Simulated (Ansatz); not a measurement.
**CH6BNOSi: a ladder of functionals and wavefunction methods**

One table from this session's results is given with a row withheld; the runs are named, their logs left out.

Method: functionals in def2-TZVPP, the program's frozen cores in correlated methods; program: Ansatz 0.2.0, Gaussian basis.

Levels to be run: PBE-D4, r2SCAN-D4, PBE0-D4, B3LYP-D4, ωB97X-V, ωB97M-V, B2PLYP; CCSD(T)/def2-TZVPP; MP2/def2-QZVPP; extrapolation to the limit.

## The geometry

All runs share one geometry, relaxed beforehand with PBE0-D4 in a triple-zeta def2 set.

SMILES `N=C([SiH3])BO`, 11 atoms, charge 0, spin multiplicity 1.

Atoms are counted from 1 here; the program's logs count them from 0.

Bond lengths: N1–C2 1.282 Å, N1–H6 1.025 Å, C2–Si3 1.903 Å, C2–B4 1.576 Å, Si3–H7 1.486 Å, Si3–H8 1.486 Å, Si3–H9 1.490 Å, B4–O5 1.352 Å, B4–H10 1.198 Å, O5–H11 0.960 Å. Angles: C2–N1–H6 111.8°, N1–C2–Si3 122.7°, N1–C2–B4 116.4°, Si3–C2–B4 120.8°, C2–Si3–H7 111.1°, C2–Si3–H8 111.1°, C2–Si3–H9 106.8°, H7–Si3–H8 108.7°, H7–Si3–H9 109.5°, H8–Si3–H9 109.5°, C2–B4–O5 116.4°, C2–B4–H10 121.9°, O5–B4–H10 121.8°, B4–O5–H11 114.0°.

Geometry (Å):

```xyz
11
charge 0, multiplicity 1
N    -0.6691    1.7202    0.5737
C    -0.2263    0.6011    0.1324
Si    0.2332   -0.8473    1.2776
B    -0.0762    0.4740   -1.4313
O     0.3884   -0.7079   -1.8962
H    -0.7388    1.7253    1.5967
H    -0.5943   -2.0465    0.9835
H     1.6673   -1.2105    1.1330
H    -0.0272   -0.3923    2.6724
H    -0.3583    1.3754   -2.1690
H     0.4665   -0.7485   -2.8523
```

The first run:

File in.yaml:

```yaml
crystal:
  periodic: [false, false, false]
  atoms:
    - {symbol: N, position_ang: [-0.669096, 1.720219, 0.573664]}
    - {symbol: C, position_ang: [-0.226306, 0.601054, 0.132427]}
    - {symbol: Si, position_ang: [0.233224, -0.847347, 1.277561]}
    - {symbol: B, position_ang: [-0.076204, 0.474041, -1.431334]}
    - {symbol: O, position_ang: [0.388406, -0.707883, -1.896243]}
    - {symbol: H, position_ang: [-0.738763, 1.725279, 1.596722]}
    - {symbol: H, position_ang: [-0.594264, -2.046533, 0.983546]}
    - {symbol: H, position_ang: [1.667288, -1.210453, 1.133026]}
    - {symbol: H, position_ang: [-0.027192, -0.392276, 2.672416]}
    - {symbol: H, position_ang: [-0.358252, 1.375416, -2.169010]}
    - {symbol: H, position_ang: [0.466461, -0.748518, -2.852274]}
basis:
  gaussian: {orbitals: def2-TZVPP}
hamiltonian: {xc: pbe, dispersion: d4}
output: {forces: true, orbitals: {seedname: orbitals}}
```

Run with:

```bash
$ ansatz run in.yaml --threads 4 --pin off --events-out ev --progress --plain --max-ram 10444MiB
```

Steps of the session up to this table: PBE-D4 (GGA); r2SCAN-D4 (meta-GGA); PBE0-D4 (hybrid); B3LYP-D4 (hybrid); ωB97X-V (range-separated); ωB97M-V (range-separated); B2PLYP (double hybrid); CCSD(T) in def2-TZVPP; MP2 in def2-QZVPP.

One table of the session follows, with a row left open; its other results are not shown here.

| method | atomisation energy (eV) |
| --- | --- |
| PBE-D4 | 42.979 |
| r2SCAN-D4 | 42.139 |
| PBE0-D4 | 42.047 |
| B3LYP-D4 | 42.271 |
| ωB97X-V | 42.277 |
| ωB97M-V | 42.313 |
| B2PLYP | 41.751 |
| HF/def2-TZVPP | 30.180 |
| MP2/def2-TZVPP | ? |
| CCSD/def2-TZVPP | 40.204 |
| CCSD(T)/def2-TZVPP | 40.889 |
| MP2/CBS | 42.728 |
| CCSD(T)/CBS | 42.048 |

**Question.** Estimate the row for MP2/def2-TZVPP.

As computed: atomisation energy (eV): 41.569. In the column «atomisation energy (eV)» it lies between CCSD(T)/def2-TZVPP (40.889) and B2PLYP (41.751).
